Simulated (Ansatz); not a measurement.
**Vanadium, diamond under m-r²SCAN: ground state and equation of state**

The plan for vanadium in the diamond structure: relax it, solve it on a dense k-mesh, then scale the cell to 7 volumes from 88 to 112 % of the relaxed one and try a fit of the equation of state. The start is ferromagnetic. The k-meshes are 10×10×10 for the relaxation; 17×17×17 for the dense run; 11×11×11 for the volumes.

This is V in the diamond structure; at room conditions it is bcc.

Computed with Ansatz 0.2.0 (DFT m-r2SCAN, plane waves (500 eV) with PAW, scalar-relativistic; PBE-made PAW files; m-r²SCAN is r²SCAN on the gauge-invariant kinetic-energy density, unless a step says otherwise).

## Step 1: The structure to begin with

Symmetry: Fd-3m, No. 227, cubic system. Conventional cell: a = 5.305 Å, b = 5.305 Å, c = 5.305 Å, α = 90.00°, β = 90.00°, γ = 90.00°. V (site symmetry -43m) is surrounded by 4 V at 2.30 Å.

Structure file:

```cif
data_structure
_symmetry_space_group_name_H-M 'P 1'
_symmetry_Int_Tables_number 1
_cell_length_a 3.7514
_cell_length_b 3.7514
_cell_length_c 3.7514
_cell_angle_alpha 60.000
_cell_angle_beta 60.000
_cell_angle_gamma 60.000
_cell_volume 37.33
loop_
_atom_site_label
_atom_site_type_symbol
_atom_site_fract_x
_atom_site_fract_y
_atom_site_fract_z
_atom_site_occupancy
V1 V 0.12500 0.12500 0.12500 1
V2 V 0.87500 0.87500 0.87500 1
```

The atoms start with moments of +1 ×2 μB.

## Step 2: Relaxing cell and atoms

File input.yaml:

```yaml
crystal:
  lattice:
    - [0.0, 2.6526688921, 2.6526688921]
    - [2.6526688921, 0.0, 2.6526688921]
    - [2.6526688921, 2.6526688921, 0.0]
  atoms:
    - { symbol: V, position: [0.125, 0.125, 0.125], spin: 1.0 }
    - { symbol: V, position: [0.875, 0.875, 0.875], spin: 1.0 }
hamiltonian:
  xc: mr2scan
  pseudopotentials:
    kind: paw
    azcp:
      V: "pseudopotentials/V.paw.azcp"
basis:
  ecutwfc: 500
  fft_grid_basis: typed
kpoints:
  mp_grid: { grid: [10, 10, 10], shift: [0, 0, 0] }
magnetization:
  spin_polarized: true
scf:
  occupations: { method: fermi_dirac, width: 0.05 }
relax:
  max_steps: 60
  f_tol: 0.01
  cell: {}
output:
  write_density: true
  write_potential: true
  elf: true
  volumetric_format: npy
```

The run is started by

```sh
ansatz run input.yaml --threads 2 --pin off --max-ram 6144MiB --backend cpu --events-out ev --progress --plain --runs-dir out
```

Further steps of the session: Dense single point; At 88 % of the relaxed volume; At 92 % of the relaxed volume; At 96 % of the relaxed volume; At 100 % of the relaxed volume; At 104 % of the relaxed volume; At 108 % of the relaxed volume; At 112 % of the relaxed volume.

**Question.** What will these runs give? Wanted: space group; conventional cell; volume; shortest distance; gap on the mesh; magnetic state; relative to bcc; V₀, B₀, B₀′.

As calculated:

```
                      quantity                                  value
space group (spins left aside)                        Fd-3m (No. 227)
             conventional cell                            a = 5.399 Å
                        volume                         19.671 Å³/atom
             shortest distance                                2.338 Å
               gap on the mesh           none (levels filled in part)
                magnetic state  ferromagnetic, up to 1.39 μB per atom
               relative to bcc                         +2526 meV/atom
                   V₀, B₀, B₀′            19.674 Å³/atom, 67 GPa, 3.1
```

**Reading.** From the guessed start the volume grew by 5.4 % in 5 steps. Against the reference form of vanadium (bcc, computed apart with the same settings) it stands 2526 meV/atom higher, so it is far from stable. It ends ferromagnetic, with up to 1.39 μB per atom. Levels at the Fermi energy are filled in part, as in a metal. The fitted modulus is 67 GPa. The symmetry was held, so the structure may be unstable against distortions that break it.
